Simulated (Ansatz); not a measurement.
**C₃H₅Br: how energies converge with the basis set**

How large a basis does C₃H₅Br need? Two functionals are run in growing sets.

Program: Ansatz 0.2.0, Gaussian basis. Level of theory: one geometry, several basis sets. These are calculated values, not measurements.

Plan: PBE0-D4/def2-SVP; ωB97M-V/def2-SVP; PBE0-D4/def2-QZVPP; ωB97M-V/def2-QZVPP; the functionals' def2-TZVPP values are taken from earlier runs.

### Step 1. Structure used throughout

All runs share one geometry, relaxed beforehand with PBE0-D4 in a triple-zeta def2 set.

9 atoms, charge 0, spin multiplicity 1.

Atoms are counted from 1 here; the program's logs count them from 0.

Bond lengths: C1–C2 1.326 Å, C1–H5 1.083 Å, C1–H6 1.085 Å, C2–C3 1.478 Å, C2–H7 1.086 Å, C3–Br4 1.962 Å, C3–H8 1.088 Å, C3–H9 1.089 Å. Angles: C2–C1–H5 121.4°, C2–C1–H6 121.5°, H5–C1–H6 117.1°, C1–C2–C3 123.4°, C1–C2–H7 120.3°, C3–C2–H7 116.3°, C2–C3–Br4 110.8°, C2–C3–H8 112.5°, C2–C3–H9 112.7°, Br4–C3–H8 106.0°, Br4–C3–H9 104.4°, H8–C3–H9 110.0°.

### Step 2. PBE0-D4 in def2-SVP

Input file in.yaml:

```yaml
crystal:
  periodic: [false, false, false]
  atoms:
    - {symbol: C, position_ang: [-0.297273, 1.314140, -0.460864]}
    - {symbol: C, position_ang: [0.354107, 0.160085, -0.423311]}
    - {symbol: C, position_ang: [0.153346, -0.853416, 0.634035]}
    - {symbol: Br, position_ang: [-0.588913, -2.506691, -0.117766]}
    - {symbol: H, position_ang: [-0.112283, 2.042086, -1.241552]}
    - {symbol: H, position_ang: [-1.038995, 1.570456, 0.288955]}
    - {symbol: H, position_ang: [1.083381, -0.082617, -1.191187]}
    - {symbol: H, position_ang: [-0.551830, -0.526239, 1.394713]}
    - {symbol: H, position_ang: [1.086959, -1.164104, 1.099878]}
basis:
  gaussian: {orbitals: def2-SVP}
hamiltonian: {xc: pbe0, dispersion: d4}
output: {orbitals: {seedname: orbitals}}
```

Run with:

```bash
$ ansatz run in.yaml --threads 4 --pin off --events-out ev --progress --plain --max-ram 10444MiB
```

Further steps of the session: ωB97M-V in def2-SVP; PBE0-D4 in def2-QZVPP; ωB97M-V in def2-QZVPP.

Q: Predict the results of all the runs planned. Wanted: PBE0-D4: double and triple zeta above quadruple; ωB97M-V: double and triple zeta above quadruple.

The runs gave:

| quantity | value |
| --- | --- |
| PBE0-D4: double and triple zeta above quadruple | 13.65, 1.61 eV |
| ωB97M-V: double and triple zeta above quadruple | 13.77, 1.56 eV |

**Reading.** PBE0-D4 gains 12.04 eV from double to triple zeta, then 1.61 eV more. These are total energies; as a rule much of such shifts cancels in differences, which this series doesn't test.
